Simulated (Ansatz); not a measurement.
**C2H2F3I: basis-set convergence**

Aim: see how fast density functionals converge with the basis set for C2H2F3I.

Program: Ansatz 0.2.0, Gaussian basis. Level of theory: one geometry, several basis sets. These are calculated values, not measurements.

The runs, in order: PBE0-D4/def2-SVP; ωB97M-V/def2-SVP; PBE0-D4/def2-QZVPP; ωB97M-V/def2-QZVPP; the functionals' def2-TZVPP values are taken from earlier runs.

## Step 1: The geometry

All runs share one geometry, relaxed beforehand with PBE0-D4 in a triple-zeta def2 set. I takes the def2 core potential; no spin-orbit term is included.

SMILES `FC(F)(F)CI`, 8 atoms, charge 0, spin multiplicity 1.

Atoms are counted from 1 here; the program's logs count them from 0.

Bond lengths: F1–C2 1.333 Å, C2–F3 1.333 Å, C2–F4 1.343 Å, C2–C5 1.507 Å, C5–I6 2.123 Å, C5–H7 1.087 Å, C5–H8 1.087 Å. Angles: F1–C2–F3 107.9°, F1–C2–F4 107.3°, F1–C2–C5 112.5°, F3–C2–F4 107.3°, F3–C2–C5 112.5°, F4–C2–C5 108.9°, C2–C5–I6 113.2°, C2–C5–H7 109.0°, C2–C5–H8 109.0°, I6–C5–H7 107.6°, I6–C5–H8 107.6°, H7–C5–H8 110.3°.

## Step 2: PBE0-D4 in def2-SVP

in.yaml reads:

```yaml
crystal:
  periodic: [false, false, false]
  atoms:
    - {symbol: F, position_ang: [-0.628145, -1.042377, 1.244164]}
    - {symbol: C, position_ang: [0.243812, -0.664083, 0.309135]}
    - {symbol: F, position_ang: [1.417352, -0.449512, 0.904499]}
    - {symbol: F, position_ang: [0.404417, -1.699597, -0.531121]}
    - {symbol: C, position_ang: [-0.232908, 0.530976, -0.475789]}
    - {symbol: I, position_ang: [-0.533089, 2.255324, 0.725806]}
    - {symbol: H, position_ang: [-1.181730, 0.289440, -0.947835]}
    - {symbol: H, position_ang: [0.510312, 0.779830, -1.228866]}
basis:
  gaussian: {orbitals: def2-SVP}
hamiltonian: {xc: pbe0, dispersion: d4}
output: {orbitals: {seedname: orbitals}}
```

Started as:

```sh
$ ansatz run in.yaml --threads 4 --pin off --events-out ev --progress --plain --max-ram 10444MiB
```

Further steps of the session: ωB97M-V in def2-SVP; PBE0-D4 in def2-QZVPP; ωB97M-V in def2-QZVPP.

Q: Predict the results of all the runs planned. Wanted: PBE0-D4: double and triple zeta above quadruple; ωB97M-V: double and triple zeta above quadruple.

**Answer**, as computed:

| quantity | value |
| --- | --- |
| PBE0-D4: double and triple zeta above quadruple | 13.11, 0.55 eV |
| ωB97M-V: double and triple zeta above quadruple | 13.38, 0.52 eV |

**Reading.** For PBE0-D4 the step from double to triple zeta gains 12.56 eV and the next only 0.55 eV. Total energies overstate the basis error of differences, where much of it tends to cancel.
